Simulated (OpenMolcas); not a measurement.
# Pr³⁺ among point charges: CASSCF levels and susceptibility

How does a field of 6 point charges split the states of Pr³⁺, and what χT follows?

The numbers are computed with OpenMolcas 26.06 (state-averaged CASSCF, spin-orbit coupling by RASSI with atomic mean-field integrals), except any that are marked as measured or tabulated.

## Step 1: Starting point

```
Species                           : Pr³⁺ (praseodymium, Z = 59, 56 electrons)
Basis                             : ANO-RCC-VDZP [7s6p4d2f1g], 68 functions
Scalar Hamiltonian                : DKH2, point nucleus
Inactive shells                   : 1s 2s 2p 3s 3p 3d 4s 4p 4d 5s 5p
Active space                      : 2 electrons in 7 orbitals (4f)
Some configurations of this space : 4f²
Orbitals                          : optimised for the highest spin of each parity, averaged over all roots
```

Outer shells as boxes (Hund's rule):

4f2
```
4f [↑ ][↑ ][  ][  ][  ][  ][  ]
```

The ion sits among 6 point charges of -0.25 e arranged as a trigonal prism (D3h), 2.64 Å from the ion, with a polar angle of 50.1° against the regular 49.1°.

Each step is its own input file, run in one work folder so that later steps find the files of earlier ones. Labels, J, g values, rates, χT and fits are worked out afterwards by a script from the matrices that RASSI stores.

## Step 2: GATEWAY and SEWARD: basis and integrals

a.inp

```
&GATEWAY
Coord
1

Pr 0.0 0.0 0.0
Basis=ANO-RCC-VDZP
Group=NoSym
NoMove
AngMom=0.0 0.0 0.0
AMFI
XField
6 Angstrom 0
2.024784 0.000000 1.694063 -0.250000
-1.012392 1.753514 1.694063 -0.250000
-1.012392 -1.753514 1.694063 -0.250000
2.024784 0.000000 -1.694063 -0.250000
-1.012392 1.753514 -1.694063 -0.250000
-1.012392 -1.753514 -1.694063 -0.250000
&SEWARD
```

On the command line:

```bash
> OMP_NUM_THREADS=1 MOLCAS_MEM=2252 MOLCAS_PROJECT=a pymolcas a.inp > a.log
```

## Step 3: CASSCF: triplets, 21 roots

a.inp

```
&RASSCF
FileOrb=start.orb
Symmetry=1
Spin=3
nActEl=2 0 0
Inactive=27
Ras2=7
CIRoot=21 21 1
SDav=21
CIMx=300
Iter=120 100
PrWF=0.3
OrbListing=Nothing
MaxOrb=0
>>> COPY $Project.JobIph JOB001
```

start.orb holds the contracted functions of the basis, ordered by shell, or the orbitals of the step before.

## Step 4: CASSCF: singlets, 28 roots

a.inp

```
&RASSCF
FileOrb=start.orb
Symmetry=1
Spin=1
nActEl=2 0 0
Inactive=27
Ras2=7
CIRoot=28 28 1
SDav=28
CIMx=300
Iter=120 100
PrWF=0.3
OrbListing=Nothing
MaxOrb=0
CIOnly
>>> COPY $Project.JobIph JOB002
```

## Step 5: RASSI: spin-orbit coupling between the states

a.inp

```
&RASSI
NrOfJobIphs=2 21 27
1 2 3 4 5 6 7 8 9 10 11 12 13 14 15 16 17 18 19 20 21
1 2 3 4 5 6 7 8 9 10 11 12 13 14 15 16 17 18 19 20 21 22 23 24 25 26 27
IphNames
JOB001
JOB002
EJob
SpinOrbit
DIPRint=1.0
SOCoupling=1000.0
Subsets=2
Property=9
'ANGMOM' 1 'ANGMOM' 2 'ANGMOM' 3 'MLTPL  1' 1 'MLTPL  1' 2 'MLTPL  1' 3
'AMFI' 1 'AMFI' 2 'AMFI' 3
SOProperty=3
'ANGMOM' 1 'ANGMOM' 2 'ANGMOM' 3
```

Before running it: what results should come out? Wanted: spin-free ground state; first state of the same spin within the active space; lowest level; next level.

**Answer**, as computed:

```
                                            quantity                           value
                                              method                          CASSCF
                              spin-free ground state  3E, 2-fold in its orbital part
first state of the same spin within the active space                  3E at 7.6 cm⁻¹
                                        lowest level  2-fold E, g = 0.00, 0.00, 6.43
                                          next level                       16.7 cm⁻¹
                                         χT at 300 K                  1.65 cm³ K/mol
                           effective moment at 300 K                         3.63 μB
```

The spin-free ground state (3E) comes to 100 % from free-ion H terms and keeps the highest spin of the shell. The singlets rest on orbitals optimised for another spin in at least one step, which raises them against the optimised states. Not all states of the active space went into the spin-orbit step. This is an electrostatic model: the charges have no orbitals.
